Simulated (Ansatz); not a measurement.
# FePt (Tetraferroplatinum): the cost of one run

Program: Ansatz 0.2.0. Level of theory: DFT LDA, scalar-relativistic, plane waves, PAW. These are calculated values, not measurements.

## (1) The structure to begin with

The structure is tetragonal, space group P4/mmm (No. 123). The conventional cell has a = 2.659 Å, b = 2.659 Å, c = 3.682 Å, α = 90.00°, β = 90.00°, γ = 90.00°. Fe (site symmetry 4/mmm) is surrounded by 8 Pt at 2.63 Å and 4 Fe at 2.66 Å. Pt (site symmetry 4/mmm) is surrounded by 8 Fe at 2.63 Å and 4 Pt at 2.66 Å.

Structure file:

```
Fe Pt
1.0
     2.65917    0.00000    0.00000
     0.00000    2.65917    0.00000
     0.00000    0.00000    3.68213
Fe Pt
1 1
Direct
  0.00000 0.00000 0.00000
  0.50000 0.50000 0.50000
```

An earlier run at LDA left this cell at 13.018 Å³/atom and -0.01 GPa (16×16×12 mesh).

## (2) Ferromagnetic, larger cell

File input.yaml:

```yaml
crystal:
  lattice:
    - [2.6591654569, 2.6591654569, 0.0]
    - [-2.6591654569, 2.6591654569, 0.0]
    - [0.0, 0.0, 3.6821273942]
  atoms:
    - { symbol: Fe, position: [0.0, 0.0, 0.0], spin: 2.5 }
    - { symbol: Pt, position: [0.5, 0.0, 0.5] }
    - { symbol: Fe, position: [0.5, 0.5, 0.0], spin: 2.5 }
    - { symbol: Pt, position: [1.0, 0.5, 0.5] }
basis:
  ecutwfc: 420
  ecutrho_ratio: 4
kpoints:
  mp_grid: { grid: [10, 10, 10] }
hamiltonian:
  xc: lda
scf:
  occupations: { method: gaussian, width: 0.05 }
  lower_state_search: "off"
output:
  forces: true
  stress: true
  eigenvalues: true
  populations: true
magnetization:
  spin_polarized: true
```

Launch:

```sh
$ ansatz run input.yaml --threads 2 --pin off --max-ram 5120MiB --backend cpu --events-out ev --progress --plain --runs-dir out
```

What time and memory should one allow on 2 threads of Arm Neoverse V1, shared host?

About 31 s, with a peak of 0.62 GiB.
